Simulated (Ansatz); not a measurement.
# Sc2AlCd: the cost of one run

Computed with Ansatz 0.2.0 (DFT PBEsol, scalar-relativistic, plane waves, PAW, unless a step's input says otherwise).

### 1 The system as given

It takes space group P6_3/mmc (No. 194, hexagonal). The conventional cell has a = 3.460 Å, b = 3.460 Å, c = 15.485 Å, α = 90.00°, β = 90.00°, γ = 120.00°. Sc (site symmetry 3m) is surrounded by 3 Cd at 2.40 Å. Al (site symmetry -6m2) has 6 Sc at 3.23 Å and 6 Al at 3.46 Å in its first shell of neighbours. Cd (site symmetry -3m) is surrounded by 6 Sc at 2.40 Å.

Structure file:

```
Sc Al Cd
1.0
     3.45990    0.00000    0.00000
    -1.72995    2.99636    0.00000
     0.00000    0.00000   15.48485
Sc Al Cd
4 2 2
Direct
  0.33333 0.66667 0.41400
  0.66667 0.33333 0.91400
  0.66667 0.33333 0.58600
  0.33333 0.66667 0.08600
  0.33333 0.66667 0.75000
  0.66667 0.33333 0.25000
  0.00000 0.00000 0.50000
  0.00000 0.00000 0.00000
```

This is candidate A: MAX phase (211) type (P6_3/mmc, No. 194).

(A quick probe on a coarse mesh, which set the mesh and smearing, is not shown.)

### 3 A loose first relaxation (candidate A)

input.yaml

```yaml
crystal:
  lattice:
    - [3.4598959917, 0.0, 0.0]
    - [-1.7299479958, 2.9963578232, 0.0]
    - [0.0, 0.0, 15.4848491936]
  atoms:
    - { symbol: Sc, position: [0.3333333333, 0.6666666667, 0.414] }
    - { symbol: Sc, position: [0.6666666667, 0.3333333333, 0.914] }
    - { symbol: Sc, position: [0.6666666667, 0.3333333333, 0.586] }
    - { symbol: Sc, position: [0.3333333333, 0.6666666667, 0.086] }
    - { symbol: Al, position: [0.3333333333, 0.6666666667, 0.75] }
    - { symbol: Al, position: [0.6666666667, 0.3333333333, 0.25] }
    - { symbol: Cd, position: [0.0, 0.0, 0.5] }
    - { symbol: Cd, position: [0.0, 0.0, 0.0] }
basis:
  ecutwfc: 420
kpoints:
  mp_grid: { grid: [6, 6, 1] }
hamiltonian:
  xc: pbesol
scf:
  occupations: { method: gaussian, width: 0.1 }
  lower_state_search: "off"
output:
  forces: true
  stress: true
  eigenvalues: true
relax:
  adjacent_minimum: "off"
  f_tol: 0.04
  max_steps: 70
  cell: { stress_tol: 0.4 }
```

On the command line:

```sh
$ ansatz run input.yaml --threads 1 --pin off --max-ram 2560MiB --backend cpu --events-out ev --progress --plain --runs-dir out
```

What time and memory should one allow on 1 thread of AMD EPYC 9R45 (Zen 5), shared host?

About 19 s, with a peak of 0.53 GiB.
